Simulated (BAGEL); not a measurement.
# AlH3Se (SMILES [AlH2][SeH]) at RI-MP2/def2-SVP (density fitting with svp-jkfit, cc-pvtz-ri for correlation)

What is the energy change on altering one bond length of AlH3Se at RI-MP2/def2-SVP (density fitting with svp-jkfit, cc-pvtz-ri for correlation)? 

The results are computed with BAGEL 1.2.2.

4 further runs of the same task are left out: 2 that didn't finish, 2 set aside as unsound or not needed.

### 1 Starting point

AlH3Se: 5 atoms, total charge 0, spin state singlet. As SMILES, `[AlH2][SeH]`. Geometry: relaxed at PBE0-D4/def2-TZVP.

Bond lengths: Al1–Se2 2.314 Å, Al1–H3 1.579 Å, Al1–H4 1.580 Å, Se2–H5 1.469 Å. Angles: Al1–Se2–H5 92.2°, Se2–Al1–H3 116.3°, Se2–Al1–H4 119.2°, H3–Al1–H4 124.5°.

### 2 Energy and gradient at RI-MP2/def2-SVP (density fitting with svp-jkfit, cc-pvtz-ri for correlation)

Input file calc.json:

```json
{ "bagel" : [

{
  "title" : "molecule",
  "basis" : "svp",
  "df_basis" : "svp-jkfit",
  "angstrom" : true,
  "geometry" : [
    { "atom" : "Al", "xyz" : [   -0.435200,   -0.530700,    0.166800 ] },
    { "atom" : "Se", "xyz" : [    0.870300,    1.346600,    0.522900 ] },
    { "atom" : "H", "xyz" : [   -1.236800,   -1.072700,    1.415100 ] },
    { "atom" : "H", "xyz" : [   -0.474100,   -1.181000,   -1.272800 ] },
    { "atom" : "H", "xyz" : [    1.325600,    1.364100,   -0.873500 ] }
  ]
},
{
  "title" : "force",
  "method" : [
    {
      "title" : "mp2",
      "ncore" : 14,
      "aux_basis" : "cc-pvtz-ri"
    }
  ]
}

]}
```

Run with:

```console
$ BAGEL_NUM_THREADS=1 BAGEL calc.json > calc.out
```

The program printed:

```text
* using 1 threads per process

  ===============================================================
  ===============================================================

  *** Geometry ***

  { "atom" : "Al", "xyz" : [     -0.822409,     -1.002878,      0.315206 ] },
  { "atom" : "Se", "xyz" : [      1.644629,      2.544705,      0.988138 ] },
  { "atom" : "H", "xyz" : [     -2.337213,     -2.027109,      2.674151 ] },
  { "atom" : "H", "xyz" : [     -0.895919,     -2.231767,     -2.405243 ] },
  { "atom" : "H", "xyz" : [      2.505021,      2.577775,     -1.650676 ] },

  Number of auxiliary basis functions:      448

  Since a DF basis is specified, we compute 2- and 3-index integrals:
    o Being stored without compression. Storage requirement is 0.015 GB

  Number of basis functions:       65
  Number of electrons      :       50

    * METHOD: MOLECULE                             0.36

  The gradients will be computed analytically.

  *** RHF ***

  === Nuclear Repulsion ===
   135.7071602948

      * DIIS with orbital gradients will be used.

  === RHF iteration (svp) ===
      0      -2643.13403559          0.00700596           0.07
      1      -2643.16207998          0.00246945           0.06
      2      -2643.16489371          0.00103180           0.06
      3      -2643.16534601          0.00019186           0.06
      4      -2643.16536451          0.00004557           0.06
      5      -2643.16536643          0.00000983           0.06
      6      -2643.16536652          0.00000210           0.06
      7      -2643.16536653          0.00000048           0.06
      8      -2643.16536653          0.00000013           0.06
      9      -2643.16536653          0.00000004           0.06
     10      -2643.16536653          0.00000001           0.06
     11      -2643.16536653          0.00000000           0.05
    * SCF iteration converged.

    * Permanent dipole moment:
           (    0.116319,     0.289301,     0.322347) a.u.

  === DF-MP2 calculation ===

    * freezing 14 orbitals
  Number of auxiliary basis functions:      378

  Since a DF basis is specified, we compute 2- and 3-index integrals:
    o Being stored without compression. Storage requirement is 0.013 GB

  Number of basis functions:       65
  Number of electrons      :       50

      MP2 correlation energy:   -0.3053579387

    * Permanent dipole moment: MP2 unrelaxed
           (    0.105113,     0.273479,     0.320001) a.u.

  === Z-vector iteration ===

      0     0.00049639064824           0.02
      1     0.00008207425701           0.02
      2     0.00002377347009           0.02
      3     0.00000663822318           0.02
      4     0.00000158380083           0.02
      5     0.00000044677720           0.02
      6     0.00000009667681           0.02
      7     0.00000001521758           0.01
      8     0.00000000286506           0.01

    * Permanent dipole moment: MP2 relaxed
           (    0.054796,     0.203881,     0.312914) a.u.

  * Nuclear energy gradient

    o Atom   0
        x          0.0011671942
        y          0.0013673011
        z         -0.0003967282
    o Atom   1
        x         -0.0013073711
        y          0.0004185239
        z          0.0050591137
    o Atom   2
        x         -0.0010386612
        y         -0.0005287370
        z          0.0020574952
    o Atom   3
        x          0.0000560761
        y         -0.0008017100
        z         -0.0021482143
    o Atom   4
        x          0.0011227613
        y         -0.0004553782
        z         -0.0045716659

    * METHOD: FORCE                                4.39

  ===============================================================
```

Run time: 5.4 s. Hardware: 1 thread of Intel Xeon Platinum 8488C (Sapphire Rapids), shared host; peak memory 0.17 GiB.

### 3 The distorted shape

Input file input.json:

```json
{ "bagel" : [

{
  "title" : "molecule",
  "basis" : "svp",
  "df_basis" : "svp-jkfit",
  "angstrom" : true,
  "geometry" : [
    { "atom" : "Al", "xyz" : [   -0.890496,   -0.548200,    1.563189 ] },
    { "atom" : "Se", "xyz" : [    0.415004,    1.329100,    1.919289 ] },
    { "atom" : "H", "xyz" : [   -1.692096,   -1.090200,    2.811489 ] },
    { "atom" : "H", "xyz" : [   -0.929396,   -1.198500,    0.123589 ] },
    { "atom" : "H", "xyz" : [    1.325600,    1.364100,   -0.873500 ] }
  ]
},
{
  "title" : "force",
  "method" : [
    {
      "title" : "mp2",
      "ncore" : 14,
      "aux_basis" : "cc-pvtz-ri"
    }
  ]
}

]}
```

Run with:

```console
$ BAGEL_NUM_THREADS=1 BAGEL input.json > input.out
```

The program printed:

```text
* using 1 threads per process

  ===============================================================
  ===============================================================

  *** Geometry ***

  { "atom" : "Al", "xyz" : [     -1.682794,     -1.035948,      2.953999 ] },
  { "atom" : "Se", "xyz" : [      0.784244,      2.511635,      3.626931 ] },
  { "atom" : "H", "xyz" : [     -3.197598,     -2.060179,      5.312944 ] },
  { "atom" : "H", "xyz" : [     -1.756304,     -2.264837,      0.233549 ] },
  { "atom" : "H", "xyz" : [      2.505021,      2.577775,     -1.650676 ] },

  Number of auxiliary basis functions:      448

  Since a DF basis is specified, we compute 2- and 3-index integrals:
    o Being stored without compression. Storage requirement is 0.015 GB

  Number of basis functions:       65
  Number of electrons      :       50

    * METHOD: MOLECULE                             0.27

  The gradients will be computed analytically.

  *** RHF ***

  === Nuclear Repulsion ===
   128.8750087738

      * DIIS with orbital gradients will be used.

  === RHF iteration (svp) ===
      0      -2642.88176690          0.00994708           0.07
      1      -2642.92347181          0.00993699           0.06
      2      -2642.98041386          0.00145731           0.06
      3      -2642.98247254          0.00042078           0.06
      4      -2642.98264491          0.00009338           0.06
      5      -2642.98265815          0.00003759           0.07
      6      -2642.98265958          0.00000934           0.06
      7      -2642.98265972          0.00000459           0.06
      8      -2642.98265976          0.00000267           0.06
      9      -2642.98265978          0.00000075           0.06
     10      -2642.98265978          0.00000023           0.06
     11      -2642.98265978          0.00000008           0.05
     12      -2642.98265978          0.00000003           0.05
     13      -2642.98265978          0.00000001           0.05
     14      -2642.98265978          0.00000001           0.08
    * SCF iteration converged.

    * Permanent dipole moment:
           (    0.301625,     0.359285,    -0.096172) a.u.

  === DF-MP2 calculation ===

    * freezing 14 orbitals
  Number of auxiliary basis functions:      378

  Since a DF basis is specified, we compute 2- and 3-index integrals:
    o Being stored without compression. Storage requirement is 0.013 GB

  Number of basis functions:       65
  Number of electrons      :       50

      MP2 correlation energy:   -0.3334773473

    * Permanent dipole moment: MP2 unrelaxed
           (    0.276959,     0.341411,    -0.060902) a.u.

  === Z-vector iteration ===

      0     0.00067940725577           0.02
      1     0.00013965350138           0.02
      2     0.00003117969317           0.02
      3     0.00001359570624           0.02
      4     0.00000488858864           0.02
      5     0.00000210103856           0.02
      6     0.00000089890428           0.02
      7     0.00000023246657           0.02
      8     0.00000006967539           0.02
      9     0.00000001760111           0.02
     10     0.00000000739621           0.02

    * Permanent dipole moment: MP2 relaxed
           (    0.042130,     0.193349,     0.327489) a.u.

  * Nuclear energy gradient

    o Atom   0
        x         -0.0004890219
        y          0.0005735744
        z          0.0029531983
    o Atom   1
        x         -0.0094726818
        y         -0.0010424217
        z          0.0273984532
    o Atom   2
        x         -0.0007906844
        y         -0.0005660227
        z          0.0011711307
    o Atom   3
        x          0.0007970754
        y          0.0000981977
        z         -0.0023333244
    o Atom   4
        x          0.0099553128
        y          0.0009366730
        z         -0.0291894567

    * METHOD: FORCE                                3.59

  ===============================================================
```

Run time: 4.5 s. Hardware: 1 thread of Intel Xeon Platinum 8488C (Sapphire Rapids), shared host; peak memory 0.17 GiB.

### 4 Results

Level: RI-MP2/def2-SVP (density fitting with svp-jkfit, cc-pvtz-ri for correlation), 14 core orbitals frozen.

| quantity | value |
| --- | --- |
| first shape: total energy | -2643.47072 Eh |
| first shape: dipole moment (of the density that the program reports) | 0.96 D |
| first shape: correlation energy (14 core orbitals frozen) | -305.4 mEh |
| first shape: largest force on an atom | 0.270 eV/Å |
| distorted shape: total energy | -2643.31614 Eh |
| distorted shape: dipole moment (of the density that the program reports) | 0.97 D |
| distorted shape: correlation energy (14 core orbitals frozen) | -333.5 mEh |
| distorted shape: largest force on an atom | 1.587 eV/Å |
| energy change with the Se2–H5 bond stretched from 1.469 to 2.938 Å | 4.207 eV |

In words: One bond (distorted shape) is far stretched, which a spin-restricted single reference describes badly; perturbation theory on it can break down and give far too much correlation. With the Se2–H5 bond stretched from 1.469 to 2.938 Å the energy rises by 4.21 eV (97 kcal/mol). The first shape isn't relaxed at this level, so the change isn't measured from a minimum. A restricted reference can't describe the breaking bond well at this length. The largest force (first shape) is 0.27 eV/Å: the shape isn't a stationary point for this species at this level.
